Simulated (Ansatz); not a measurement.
# AlH5NOSi radical: one species, many methods

The task here is to estimate one member of a computed series from the others.

The runs use Ansatz 0.2.0, Gaussian basis; functionals in def2-TZVPP, the program's frozen cores in correlated methods.

Plan: LDA (SPW92), PBE-D4, revPBE-D4, BLYP-D4, r2SCAN-D4, B97M-V, PBE0-D4, B3LYP-D4, r2SCANh-D4, r2SCAN0-D4, HSE06-D4, BHLYP-D4, CAM-B3LYP-D4, LC-ωPBE, ωB97X-V, ωB97M-V, B2PLYP, PBE-QIDH; CCSD(T)/def2-SVP; CCSD(T)/def2-TZVPP; MP2/def2-QZVPP; extrapolation to the limit; RPA on PBE.

## The relaxed structure

An earlier PBE0-D4 in a triple-zeta def2 set relaxation fixed the geometry.

9 atoms, charge 0, spin multiplicity 2.

Atoms are counted from 1 here; the program's logs count them from 0.

Bond lengths: N1–Al2 1.768 Å, N1–H5 1.006 Å, N1–H6 1.009 Å, Al2–O3 1.692 Å, O3–Si4 1.623 Å, Si4–H7 1.488 Å, Si4–H8 1.489 Å, Si4–H9 1.488 Å. Angles: Al2–N1–H5 124.7°, Al2–N1–H6 124.4°, H5–N1–H6 110.9°, N1–Al2–O3 117.7°, Al2–O3–Si4 163.3°, O3–Si4–H7 110.1°, O3–Si4–H8 111.0°, O3–Si4–H9 110.1°, H7–Si4–H8 108.5°, H7–Si4–H9 108.7°, H8–Si4–H9 108.5°.

The first run:

The input, in.yaml:

```yaml
crystal:
  periodic: [false, false, false]
  atoms:
    - {symbol: N, position_ang: [-0.933809, 1.665423, -1.719999]}
    - {symbol: Al, position_ang: [0.465829, 0.682573, -1.270779]}
    - {symbol: O, position_ang: [0.347166, -0.259428, 0.129920]}
    - {symbol: Si, position_ang: [0.671326, -1.280636, 1.349280]}
    - {symbol: H, position_ang: [-0.979206, 2.263054, -2.528557]}
    - {symbol: H, position_ang: [-1.795828, 1.701063, -1.197311]}
    - {symbol: H, position_ang: [0.560400, -0.571494, 2.652304]}
    - {symbol: H, position_ang: [2.047806, -1.835388, 1.229241]}
    - {symbol: H, position_ang: [-0.295183, -2.411467, 1.338901]}
basis:
  gaussian: {orbitals: def2-TZVPP}
magnetization: {spin_polarized: true, initial_magnetization: 1}
hamiltonian: {xc: lda}
output: {orbitals: {seedname: orbitals}}
```

The run is started by

```sh
> ansatz run in.yaml --threads 4 --pin off --events-out ev --progress --plain --max-ram 10444MiB
```

Steps of the session up to this table: LDA; PBE-D4 (GGA); revPBE-D4 (GGA); BLYP-D4 (GGA); r2SCAN-D4 (meta-GGA); B97M-V (meta-GGA); B3LYP-D4 (hybrid); r2SCANh-D4 (hybrid); r2SCAN0-D4 (hybrid); HSE06-D4 (hybrid); BHLYP-D4 (hybrid); CAM-B3LYP-D4 (range-separated); LC-ωPBE (range-separated); ωB97X-V (range-separated); ωB97M-V (range-separated); B2PLYP (double hybrid); PBE-QIDH (double hybrid).

One table of the session follows, with a row left open; its other results are not shown here.

It belongs to the step «Orbital energies across the functionals». 

```
  functional  HOMO (eV)  LUMO (eV)  gap (eV)
 LDA (SPW92)      -4.84      -3.52      1.32
      PBE-D4      -4.85      -3.19      1.66
   revPBE-D4      -4.83      -3.05      1.79
     BLYP-D4      -4.65      -3.20      1.45
   r2SCAN-D4      -5.13      -2.72      2.41
      B97M-V      -4.77      -3.94      0.83
     PBE0-D4          ?          ?         ?
    B3LYP-D4      -5.62      -2.69      2.93
  r2SCANh-D4      -5.50      -2.49      3.01
  r2SCAN0-D4      -6.07      -2.17      3.90
    HSE06-D4      -5.48      -2.69      2.78
    BHLYP-D4      -6.71      -1.65      5.06
CAM-B3LYP-D4      -7.05      -1.55      5.50
     LC-ωPBE      -8.41      -0.14      8.27
     ωB97X-V      -7.94      -0.56      7.39
     ωB97M-V      -7.53      -0.89      6.64
```

Q: Estimate the row for PBE0-D4 from the others.

**Answer.** HOMO (eV): -5.88; LUMO (eV): -2.32; gap (eV): 3.56. In the column «HOMO (eV)» it lies between r2SCAN0-D4 (-6.07) and B3LYP-D4 (-5.62).
